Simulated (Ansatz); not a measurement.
# Be: response to strain

Be is deformed so: zz strain of +3 %. What stress and forces result, by LAPW, PAW and all-electron datasets made for the crystal?

Computed with Ansatz 0.2.0 (DFT PBEsol, scalar-relativistic, unless a step's input says otherwise).

## 1. The system as given

It takes space group Im-3m (No. 229, cubic). The conventional cell has a = 2.506 Å, b = 2.506 Å, c = 2.506 Å, α = 90.00°, β = 90.00°, γ = 90.00°. Be (site symmetry m-3m) is surrounded by 8 Be at 2.17 Å.

Structure file:

```cif
data_structure
_symmetry_space_group_name_H-M 'P 1'
_symmetry_Int_Tables_number 1
_cell_length_a 2.1705
_cell_length_b 2.1705
_cell_length_c 2.1705
_cell_angle_alpha 109.471
_cell_angle_beta 109.471
_cell_angle_gamma 109.471
_cell_volume 7.87
loop_
_atom_site_label
_atom_site_type_symbol
_atom_site_fract_x
_atom_site_fract_y
_atom_site_fract_z
_atom_site_occupancy
Be1 Be 0.00000 0.00000 0.00000 1
```

## 2. The deformed structure

Space group Im-3m before, I4/mmm after.

## 3. All-electron LAPW

The input, input.yaml:

```yaml
crystal:
  lattice:
    - [-1.2531209513, 1.2531209513, 1.2907145798]
    - [1.2531209513, -1.2531209513, 1.2907145798]
    - [1.2531209513, 1.2531209513, -1.2907145798]
  atoms:
    - { symbol: Be, position: [0.0, 0.0, 0.0] }
kpoints:
  mp_grid: { grid: [23, 23, 23] }
  band_path:
    path:
      - [0.0, 0.0, 0.0]
      - [0.0, 0.0, 0.5]
      - [0.25, 0.25, 0.25]
      - [0.0, 0.5, 0.0]
      - [0.0, 0.0, 0.0]
      - [0.5, 0.5, -0.5]
      - [0.4856489773, 0.5143510227, -0.4856489773]
      - [-0.4856489773, 0.4856489773, 0.4856489773]
      - [0.0, 0.0, 0.0]
    npoints: 5
scf:
  occupations: { method: fermi_dirac, width: 0.03 }
hamiltonian:
  xc: pbesol
  pseudopotentials: { kind: all_electron, lapw: { basis_error: 0.00025 } }
output:
  forces: true
  stress: true
  eigenvalues: true
```

The run is started by

```bash
$ ansatz run input.yaml --threads 1 --pin off --max-ram 3072MiB --backend cpu --events-out ev --progress --plain --runs-dir out
```

## 4. PAW with frozen cores

The input, input.yaml:

```yaml
crystal:
  lattice:
    - [-1.2531209513, 1.2531209513, 1.2907145798]
    - [1.2531209513, -1.2531209513, 1.2907145798]
    - [1.2531209513, 1.2531209513, -1.2907145798]
  atoms:
    - { symbol: Be, position: [0.0, 0.0, 0.0] }
kpoints:
  mp_grid: { grid: [23, 23, 23] }
scf:
  occupations: { method: fermi_dirac, width: 0.03 }
hamiltonian:
  xc: pbesol
  pseudopotentials: { kind: paw }
output:
  forces: true
  stress: true
  eigenvalues: true
  efg: { contact_densities: true }
```

## 5. Datasets made for this crystal

Edit input.yaml of step 4 so:

```diff
@@ -13,3 +13,3 @@
   xc: pbesol
-  pseudopotentials: { kind: paw }
+  pseudopotentials: { kind: all_electron, datasets: crystal }
 output:
```

(Steps that only read results are left out.)

Q: Predict the outcome of this session. Wanted: pressure; largest shear or deviatoric stress.

**Answer**, as computed:

| quantity | value |
| --- | --- |
| pressure | LAPW -5.36, PAW -5.28, crystal datasets -5.36 GPa |
| largest shear or deviatoric stress (LAPW) | 0.14 GPa |

The largest part of the stress beyond the pressure is 0.14 GPa in size, in the zz component. No run of the undeformed cell stands beside it, so the pressure holds what the given cell had before the change. PAW: stress within 0.08 GPa of LAPW. Crystal datasets: stress within 0.01 GPa of LAPW.
